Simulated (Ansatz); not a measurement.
# Bi: the cost of one run

Program: Ansatz 0.2.0. Level of theory: DFT PBE, scalar-relativistic, plane waves, PAW. These are calculated values, not measurements.

**1. Starting point**

The structure is trigonal, space group R-3m (No. 166). Conventional cell: a = 4.546 Å, b = 4.546 Å, c = 11.862 Å, α = 90.00°, β = 90.00°, γ = 120.00°. Bi (site symmetry 3m) is surrounded by 6 Bi at 3.07 to 3.53 Å.

As a file:

```
CELL_PARAMETERS angstrom
2.27300 1.31232 3.95400
-2.27300 1.31232 3.95400
0.00000 -2.62463 3.95400
ATOMIC_POSITIONS crystal
Bi 0.23389 0.23389 0.23389
Bi 0.76611 0.76611 0.76611
```

The cell is taken as given, not relaxed at this level.

**2. The scan: biaxial against axial strain**

The cell is strained by p along both x and y and by q along z, with fractional coordinates fixed.

**3. At p = -0.030, q = -0.030**

The input, input.yaml:

```yaml
crystal:
  lattice:
    - [2.204809688, 1.2729474669, 3.83538]
    - [-2.204809688, 1.2729474669, 3.83538]
    - [0.0, -2.5458949338, 3.83538]
  atoms:
    - { symbol: Bi, position: [0.23389, 0.23389, 0.23389] }
    - { symbol: Bi, position: [0.76611, 0.76611, 0.76611] }
basis:
  ecutwfc: 420
kpoints:
  mp_grid: { grid: [12, 12, 12] }
hamiltonian:
  xc: pbe
scf:
  occupations: { method: gaussian, width: 0.15 }
output:
  forces: true
  stress: true
  eigenvalues: true
  write_density: true
  write_potential: true
  elf: true
  volumetric_format: npy
```

Command:

```bash
$ ansatz run input.yaml --threads 1 --pin off --max-ram 2560MiB --backend cpu --events-out ev --progress --plain --runs-dir out
```

**Question.** How long does this run take on 1 thread of Arm Neoverse V2, shared host, and how much memory does it need?

About 14 s, with a peak of 0.44 GiB.
